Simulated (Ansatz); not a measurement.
# BFGe: the cost of one run

The runs use Ansatz 0.2.0, Gaussian basis; def2-QZVPP, all electrons in the functionals, frozen cores in the correlation of double hybrids and RPA.

To be run: PBE, BLYP, r2SCAN, B97M-V, PBE0, B3LYP, wB97M-V, B2PLYP, at charge 0, singlet; charge 0, triplet; charge 1, doublet.

6 further runs of the same task are left out: 6 set aside as unsound or not needed.

## 1. What is computed

The geometry is a PBE0/def2-TZVP stationary point (not a proven minimum). No spin-orbit coupling is included. The filled d shell of Ge may be among the frozen orbitals whatever the setting's name suggests; the logs give the count.

3 atoms, charge 0, spin multiplicity 1.

Atoms are counted from 1 here; the program's logs count them from 0.

Bond lengths: F1–B2 1.281 Å, B2–Ge3 1.987 Å. Angles: F1–B2–Ge3 180.0°.

Coordinates:

```xyz
3

F     0.00000    0.00000   -1.51650
B     0.00000    0.00000   -0.23540
Ge    0.00000    0.00000    1.75190
```

No dispersion term is added; B97M-V, wB97M-V hold VV10 nonlocal correlation. B3LYP takes the VWN-RPA correlation.

The geometry shown and the zero of energy belong to the point charge 0, singlet. The yardstick, RCCSD(T), and other wave-function levels (R restricted, U unrestricted, valence and pair active spaces) come from earlier runs.

## 2. PBE, charge 0, singlet

Input file in.yaml:

```yaml
crystal:
  periodic: [false, false, false]
  atoms:
    - {symbol: F, position_ang: [0.000000, 0.000000, -1.516500]}
    - {symbol: B, position_ang: [0.000000, 0.000000, -0.235400]}
    - {symbol: Ge, position_ang: [0.000000, 0.000000, 1.751900]}
basis:
  gaussian: {orbitals: "def2-QZVPP.json"}
magnetization: {spin_polarized: true, initial_magnetization: 0}
hamiltonian: {xc: {name: PBE}}
output: {orbitals: {seedname: orbitals}}
```

Command:

```bash
$ ansatz run in.yaml --threads 1 --pin off --events-out ev --progress --plain --max-ram 2393MiB
```

**Question.** How long does this run take on 1 thread of Arm Neoverse N1, shared host, and how much memory does it need?

About 47 s, with a peak of 0.45 GiB.
